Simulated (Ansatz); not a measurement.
# Mo (bcc type): the cost of one run

Method: DFT, r2SCAN, PAW with Ansatz's default frozen-core files, scalar-relativistic, in Ansatz 0.2.0.

1 further run of the same task is left out (set aside as unsound or not needed).

### Step 1. The system as given

Symmetry: Im-3m, No. 229, cubic system. Conventional cell: a = 3.147 Å, b = 3.147 Å, c = 3.147 Å, α = 90.00°, β = 90.00°, γ = 90.00°. Mo (site symmetry m-3m) is surrounded by 8 Mo at 2.73 Å.

As a file:

```
CELL_PARAMETERS angstrom
-1.57339 1.57339 1.57339
1.57339 -1.57339 1.57339
1.57339 1.57339 -1.57339
ATOMIC_POSITIONS crystal
Mo 0.00000 0.00000 0.00000
```

### Step 2. Bulk cell relaxed, PAW

input.yaml reads:

```yaml
crystal:
  lattice:
    - [-1.5733879534, 1.5733879534, 1.5733879534]
    - [1.5733879534, -1.5733879534, 1.5733879534]
    - [1.5733879534, 1.5733879534, -1.5733879534]
  atoms:
    - { symbol: Mo, position: [0.0, 0.0, 0.0] }
kpoints:
  mp_grid: { grid: [19, 19, 19] }
scf:
  occupations: { method: fermi_dirac, width: 0.1 }
hamiltonian:
  xc: r2scan
  pseudopotentials: { kind: paw }
output:
  forces: true
  stress: true
relax:
  f_tol: 0.005
  max_steps: 40
  cell: {}
```

The run is started by

```sh
$ ansatz run input.yaml --threads 2 --pin off --max-ram 4096MiB --backend cpu --events-out ev --progress --plain --runs-dir out
```

**Question.** How long does this run take on 2 threads of Intel Xeon 6975P-C (Granite Rapids), shared host, and how much memory does it need?

About 5.3 s, with a peak of 0.43 GiB.
